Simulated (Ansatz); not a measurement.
Predict the output of the script below (Ansatz 0.2.0 through its Python package).

The script, `lattice_srtl.py`:
```python
'''Relaxed cell of SrTl under several functionals.'''

import ansatz as az
import numpy as np
from pymatgen.core import Lattice, Structure
from pymatgen.io.ase import AseAtomsAdaptor

def edges_and_angles(cell):
    cell = np.asarray(cell)
    a, b, c = np.linalg.norm(cell, axis=1)
    cosines = cell[1] @ cell[2] / (b * c), cell[0] @ cell[2] / (a * c), cell[0] @ cell[1] / (a * b)
    return (a, b, c, *np.degrees(np.arccos(cosines)))

pmg_structure = Structure(
    Lattice([(4.032, 0.0, 0.0), (0.0, 4.032, 0.0), (0.0, 0.0, 4.032)]),
    ['Sr', 'Tl'],
    [
        (0.0, 0.0, 0.0),
        (0.5, 0.5, 0.5),
    ],
)
crystal = az.Crystal.from_ase(AseAtomsAdaptor.get_atoms(pmg_structure))

base = crystal.calculation()
base = base.occupations('Fermi-Dirac', width=100 * az.meV).kpoints(6)
base = base.relax(cell=True, force_tolerance=0.005, max_steps=40)

levels = [('lda', 'none'), ('pbesol', 'none'), ('blyp', 'd3bj')]
print('level            a       b       c    alpha   beta  gamma  V/atom  steps')
for name, dispersion in levels:
    seen = []
    run = base.functional(name, dispersion=dispersion).session().plan()
    outcome = run.execute(on_event=lambda e: seen.append(e) if e['event'] == 'relax_step' else None)
    cell = outcome.lattice.cell_ang
    label = name if dispersion == 'none' else f'{name}+{dispersion}'
    print('{:13s} {:7.4f} {:7.4f} {:7.4f} {:6.2f} {:6.2f} {:6.2f}'.format(label, *edges_and_angles(cell)), f'{abs(np.linalg.det(cell)) / len(outcome.lattice.sites):7.3f} {len(seen):5d}')
```

```console
$ python lattice_srtl.py
level            a       b       c    alpha   beta  gamma  V/atom  steps
DeckWarning: basis.ecutwfc = 420 eV, auto-derived from the records' recommended cutoffs: set by Sr (normal level)
lda            3.9557  3.9557  3.9557  90.00  90.00  90.00  30.949     4
pbesol         4.0262  4.0262  4.0262  90.00  90.00  90.00  32.632     3
blyp+d3bj      4.0138  4.0138  4.0138  90.00  90.00  90.00  32.333     4
```
(Warnings from the package without file and line.)

From smallest to largest: LDA (30.95 Å³ an atom, -5.6 % against the start), BLYP+D3BJ (32.33 Å³ an atom, -1.3 % against the start) and PBEsol (32.63 Å³ an atom, -0.4 % against the start). The spread is 5.4 % in volume.

Caveats:
- Forces vanish by symmetry, so the ions can't move, and the end may be a saddle.
- BLYP and dispersion corrections can be off by several per cent in the lattices of metals, and by several GPa in the pressure at a fixed cell.
- The mesh is modest for a metal, so energies can be off by several to tens of meV an atom and pressures by half a GPa or more; differences at equal mesh fare better.
- Spin-orbit coupling, which matters for elements this heavy, is left out.
- The starting cell is as deposited in a crystallographic database; the results hold for this polymorph, which needn't be the stable one.
- Run time: 12 s on 1 thread of Arm Neoverse V2 (shared host), peak memory 0.46 GiB.

(Lines on the test bed's own set-up are left out of the output.)
